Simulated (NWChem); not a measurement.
# the pair BH3···C3HN: a chain of runs

Aim: the energy (singlet C3H4BN, CAM-B3LYP/pcseg-1), then the energy (singlet BH3, CAM-B3LYP/pcseg-1), then the energy (singlet C3HN, CAM-B3LYP/pcseg-1), then the energy (singlet BH3, CAM-B3LYP/pcseg-1), then a single-point energy (singlet C3HN, CAM-B3LYP/pcseg-1) of C3H4BN and its partners. 

The results are computed with NWChem 7.3.0.

## (1) The molecule

C3H4BN: 9 atoms, total charge 0, spin state singlet. The two molecules were placed rigidly side by side, at 0.8 times their contact distance; the pair isn't optimised.

Bond lengths: C5–C6 1.201 Å, C6–C7 1.369 Å, C7–N8 1.154 Å, B1–H2 1.193 Å, B1–H3 1.193 Å, B1–H4 1.193 Å, C5–H9 1.066 Å. Angles: C5–C6–C7 180.0°, C6–C7–N8 180.0°, C6–C5–H9 179.9°, H2–B1–H3 120.0°, H2–B1–H4 120.0°, H3–B1–H4 120.0°.

## (2) A single-point energy at CAM-B3LYP/pcseg-1 (run 1)

sp.nw

```
start sp
title "C3H4BN energy"
memory total 2200 mb

geometry units angstrom noautosym nocenter noautoz
   B      0.000030    -0.000030    -0.000050
   H      0.968320     0.396780     0.573850
   H     -0.290070    -1.156720     0.048050
   H     -0.678280     0.759980    -0.621850
   C     -1.929350     2.396900     2.684620
   C     -2.032450     1.251310     2.338910
   C     -2.151030    -0.054370     1.945080
   N     -2.251620    -1.155160     1.612900
   H     -1.836930     3.413050     2.991710
end

basis "ao basis" spherical bse
   * library pcseg-1
end

dft
   xc xcamb88 1.00 lyp 0.81 vwn_5 0.19 hfexch 1.00
   cam 0.33 cam_alpha 0.19 cam_beta 0.46
   grid fine
   convergence energy 1e-08
   direct
   maxiter 100
   mulliken
   print low
end

task dft energy
```

On the command line:

```console
$ nwchem sp.nw > sp.out
```

Output:

```text
[...]
 d= 0,ls=0.0,diis     1   -195.9254005086 -3.13D+02  1.71D-02  6.90D-01     3.5
[...]
 d= 0,ls=0.0,diis    11   -196.0242089627 -4.82D-10  7.57D-07  8.78D-09    37.7
         Total DFT energy =     -196.024208962653
      One electron energy =     -494.325842829701
           Coulomb energy =      209.302917142493
    Exchange-Corr. energy =      -28.412809892406
 Nuclear repulsion energy =      117.411526616961
[...]
      Total Density - Mulliken Population Analysis
     ---------------------------------------------
    Atom       Charge   Shell Charges
 -----------   ------   -------------------------------------------------------
    1 B    5     4.96   1.99  0.69  0.46  1.46  0.35  0.02
    2 H    1     1.03   0.77  0.24  0.01
    3 H    1     0.99   0.77  0.21  0.01
    4 H    1     1.02   0.78  0.24  0.01
    5 C    6     6.26   1.99  0.74  0.81  2.04  0.66  0.03
    6 C    6     5.63   1.99  0.74  0.34  2.15  0.38  0.03
    7 C    6     6.10   1.99  0.76  0.37  2.12  0.81  0.05
    8 N    7     7.09   2.00  0.91  0.77  2.25  1.13  0.04
    9 H    1     0.91   0.73  0.15  0.02
[...]
```

Run time: 39 s. Hardware: 1 thread of Intel Xeon Platinum 8488C (Sapphire Rapids), shared host; peak memory 0.11 GiB.

## (3) BH3: a single-point energy at CAM-B3LYP/pcseg-1 (run 2)

input.nw

```
start input
title "BH3 energy"
memory total 2200 mb

geometry noautosym nocenter noautoz
 B     0.000030   -0.000030   -0.000050
 H     0.968320    0.396780    0.573850
 H    -0.290070   -1.156720    0.048050
 H    -0.678280    0.759980   -0.621850
end

basis spherical bse
 * library pcseg-1
end

dft
 xc xcamb88 1.00 lyp 0.81 vwn_5 0.19 hfexch 1.00
 cam 0.33 cam_alpha 0.19 cam_beta 0.46
 grid fine
 convergence energy 1e-08
 direct
 iterations 100
 mulliken
 noprint "final vectors analysis"
end

task dft
```

On the command line:

```console
$ nwchem input.nw > input.out
```

Output:

```text
[...]
          Wavefunction type:  closed shell.
          No. of atoms     :     4
          No. of electrons :     8
[...]
          Charge           :     0
          Spin multiplicity:     1
[...]
          AO basis - number of functions:    29
[...]
              XC Information
              --------------
                     Hartree-Fock (Exact) Exchange  1.000
                   CAM-Becke88 Exchange Functional  1.000
                      VWN V Correlation Functional  0.190 local
              Lee-Yang-Parr Correlation Functional  0.810
[...]
 d= 0,ls=0.0,diis     1    -26.5637908392 -3.40D+01  8.36D-03  6.18D-02     0.3
[...]
 d= 0,ls=0.0,diis     6    -26.5759269060 -5.34D-09  1.94D-06  8.97D-11     1.1
         Total DFT energy =      -26.575926905976
      One electron energy =      -49.035330287289
           Coulomb energy =       20.139857789591
    Exchange-Corr. energy =       -5.099298211520
 Nuclear repulsion energy =        7.418843803241
[...]
      Total Density - Mulliken Population Analysis
     ---------------------------------------------
    Atom       Charge   Shell Charges
 -----------   ------   -------------------------------------------------------
    1 B    5     4.93   1.99  0.70  0.43  1.45  0.34  0.02
    2 H    1     1.02   0.77  0.24  0.01
    3 H    1     1.02   0.77  0.24  0.01
    4 H    1     1.02   0.77  0.24  0.01
[...]
```

Wall time 2 s (1 thread of Intel Xeon Platinum 8488C (Sapphire Rapids), shared host); peak memory 0.1 GiB.

## (4) C3HN: the energy at CAM-B3LYP/pcseg-1 (run 3)

c3hn.nw

```
START c3hn
memory total 2200 mb

GEOMETRY units au noautosym nocenter noautoz
   C  -3.64594310  4.52948455  5.07319655
   C  -3.84077386  2.36463320  4.41989933
   C  -4.06485759 -0.10274441  3.67566849
   N  -4.25494514 -2.18293603  3.04793927
   H  -3.47129461  6.44972975  5.65351254
END

BASIS spherical bse
   * library pcseg-1
END

DFT
   xc xcamb88 1.00 lyp 0.81 vwn_5 0.19 hfexch 1.00
   cam 0.33 cam_alpha 0.19 cam_beta 0.46
   grid fine
   convergence energy 1e-08
   direct
   iterations 100
   mulliken
   print low
END

TASK dft energy
```

On the command line:

```console
$ nwchem c3hn.nw > c3hn.out
```

Output:

```text
[...]
 d= 0,ls=0.0,diis     1   -169.3654895895 -2.47D+02  2.53D-02  6.25D-01     1.2
[...]
 d= 0,ls=0.0,diis    11   -169.4517301454 -3.06D-10  8.69D-07  6.24D-09    10.9
         Total DFT energy =     -169.451730145436
      One electron energy =     -379.894691370670
           Coulomb energy =      156.495683775004
    Exchange-Corr. energy =      -23.302835743155
 Nuclear repulsion energy =       77.250113193385
[...]
      Total Density - Mulliken Population Analysis
     ---------------------------------------------
    Atom       Charge   Shell Charges
 -----------   ------   -------------------------------------------------------
    1 C    6     6.23   1.99  0.74  0.78  2.04  0.66  0.02
    2 C    6     5.65   1.99  0.74  0.36  2.15  0.39  0.03
    3 C    6     6.10   1.99  0.76  0.37  2.12  0.81  0.05
    4 N    7     7.10   2.00  0.91  0.76  2.26  1.14  0.04
    5 H    1     0.91   0.73  0.15  0.02
[...]
```

It took 12 s on 1 thread of Intel Xeon Platinum 8488C (Sapphire Rapids), shared host; peak memory 0.11 GiB.

## (5) BH3 among ghost functions: a single-point energy at CAM-B3LYP/pcseg-1 (with ghost functions) (run 4)

mol.nw

```
start mol
memory total 2200 mb
charge 0

geometry noautosym nocenter noautoz
   B     0.000030   -0.000030   -0.000050
   H     0.968320    0.396780    0.573850
   H    -0.290070   -1.156720    0.048050
   H    -0.678280    0.759980   -0.621850
   bqC     -1.929350     2.396900     2.684620
   bqC     -2.032450     1.251310     2.338910
   bqC     -2.151030    -0.054370     1.945080
   bqN     -2.251620    -1.155160     1.612900
   bqH     -1.836930     3.413050     2.991710
end

basis spherical bse
   B library pcseg-1
   H library pcseg-1
   bqC library C pcseg-1
   bqN library N pcseg-1
   bqH library H pcseg-1
end

dft
   xc xcamb88 1.00 lyp 0.81 vwn_5 0.19 hfexch 1.00
   cam 0.33 cam_alpha 0.19 cam_beta 0.46
   grid fine
   convergence energy 1e-08
   direct
   maxiter 100
   mulliken
   noprint "final vectors analysis"
end

task dft energy
```

On the command line:

```console
$ nwchem mol.nw > mol.out
```

Output:

```text
[...]
          Wavefunction type:  closed shell.
          No. of atoms     :     9
          No. of electrons :     8
[...]
          Charge           :     0
          Spin multiplicity:     1
[...]
          AO basis - number of functions:    90
[...]
              XC Information
              --------------
                     Hartree-Fock (Exact) Exchange  1.000
                   CAM-Becke88 Exchange Functional  1.000
                      VWN V Correlation Functional  0.190 local
              Lee-Yang-Parr Correlation Functional  0.810
[...]
 d= 0,ls=0.0,diis     1    -26.5638390222 -3.40D+01  2.76D-03  6.28D-02     2.4
[...]
 d= 0,ls=0.0,diis     6    -26.5760339631 -5.44D-09  6.33D-07  9.78D-11    16.8
         Total DFT energy =      -26.576033963119
      One electron energy =      -49.035646320115
           Coulomb energy =       20.139972037810
    Exchange-Corr. energy =       -5.099203484056
 Nuclear repulsion energy =        7.418843803241
[...]
      Total Density - Mulliken Population Analysis
     ---------------------------------------------
    Atom       Charge   Shell Charges
 -----------   ------   -------------------------------------------------------
    1 B    5     4.94   1.99  0.69  0.44  1.45  0.34  0.02
    2 H    1     1.02   0.77  0.24  0.01
    3 H    1     1.02   0.77  0.24  0.01
    4 H    1     1.02   0.77  0.24  0.01
    5 X    0     0.00   0.00  0.00  0.00  0.00  0.00 -0.00
    6 X    0    -0.00   0.00  0.00 -0.00 -0.00  0.00 -0.00
    7 X    0     0.00  -0.00 -0.00 -0.00 -0.00  0.00 -0.00
    8 X    0    -0.00  -0.00 -0.00 -0.00 -0.00  0.00  0.00
    9 X    0     0.00   0.00  0.00 -0.00
[...]
```

It took 18 s on 1 thread of Intel Xeon Platinum 8488C (Sapphire Rapids), shared host; peak memory 0.11 GiB.

## (6) C3HN among ghost functions: the energy at CAM-B3LYP/pcseg-1 (with ghost functions) (run 5)

sp.nw

```
start sp
memory total 2200 mb

geometry noautosym nocenter noautoz
  C     -1.929350     2.396900     2.684620
  C     -2.032450     1.251310     2.338910
  C     -2.151030    -0.054370     1.945080
  N     -2.251620    -1.155160     1.612900
  H     -1.836930     3.413050     2.991710
  bqB      0.000030    -0.000030    -0.000050
  bqH      0.968320     0.396780     0.573850
  bqH     -0.290070    -1.156720     0.048050
  bqH     -0.678280     0.759980    -0.621850
end

basis spherical bse
  C library pcseg-1
  N library pcseg-1
  H library pcseg-1
  bqB library B pcseg-1
  bqH library H pcseg-1
end

dft
  xc xcamb88 1.00 lyp 0.81 vwn_5 0.19 hfexch 1.00
  cam 0.33 cam_alpha 0.19 cam_beta 0.46
  grid fine
  convergence energy 1e-08
  direct
  iterations 100
  mulliken
  print low
end

task dft
```

On the command line:

```console
$ nwchem sp.nw > sp.out
```

Output:

```text
[...]
 d= 0,ls=0.0,diis     1   -169.3658886474 -2.47D+02  1.66D-02  6.26D-01     3.2
[...]
 d= 0,ls=0.0,diis    11   -169.4521386800 -3.13D-10  5.91D-07  6.32D-09    36.2
         Total DFT energy =     -169.452138679978
      One electron energy =     -379.889942305633
           Coulomb energy =      156.489768272218
    Exchange-Corr. energy =      -23.302083403438
 Nuclear repulsion energy =       77.250118756876
[...]
      Total Density - Mulliken Population Analysis
     ---------------------------------------------
    Atom       Charge   Shell Charges
 -----------   ------   -------------------------------------------------------
    1 C    6     6.27   1.99  0.74  0.80  2.04  0.67  0.03
    2 C    6     5.64   1.99  0.74  0.35  2.14  0.38  0.03
    3 C    6     6.08   1.99  0.76  0.36  2.12  0.79  0.05
    4 N    7     7.11   2.00  0.91  0.77  2.26  1.14  0.04
    5 H    1     0.91   0.73  0.15  0.02
    6 X    0    -0.02   0.00  0.00 -0.01 -0.00 -0.01 -0.00
    7 X    0     0.00   0.00  0.00  0.00
    8 X    0     0.01   0.00  0.01 -0.00
    9 X    0     0.00   0.00  0.00  0.00
[...]
```

It took 37 s on 1 thread of Intel Xeon Platinum 8488C (Sapphire Rapids), shared host; peak memory 0.11 GiB.

## (7) Outcome

| quantity | value |
| --- | --- |
| run 1, CAM-B3LYP/pcseg-1: total energy | -196.02421 Eh |
| BH3: total energy | -26.57593 Eh |
| BH3: dipole moment | 0.00 D |
| C3HN: total energy | -169.45173 Eh |
| BH3 among ghost functions: total energy | -26.57603 Eh |
| BH3 among ghost functions: dipole moment | 0.02 D |
| C3HN among ghost functions: total energy | -169.45214 Eh |
| interaction energy of the rigid parts BH3 and C3HN (parts in their own basis; closest atoms 2.51 Å apart) | 0.094 eV |
| interaction energy of the rigid parts BH3 and C3HN (parts in the whole basis, counterpoise; closest atoms 2.51 Å apart) | 0.108 eV |

In words: The interaction energy of the rigid parts BH3 and C3HN (parts in their own basis; closest atoms 2.51 Å apart) is 0.09 eV (9.1 kJ/mol): the parts repel at this shape. Without counterpoise this holds the superposition error of the basis. The interaction energy of the rigid parts BH3 and C3HN (parts in the whole basis, counterpoise; closest atoms 2.51 Å apart) is 0.11 eV (10.4 kJ/mol): the parts repel at this shape. The basis-set superposition error is 1.4 kJ/mol. Mulliken charges (run 1, CAM-B3LYP/pcseg-1) run from -0.26 on C5 to +0.37 on C6; they depend strongly on the basis.
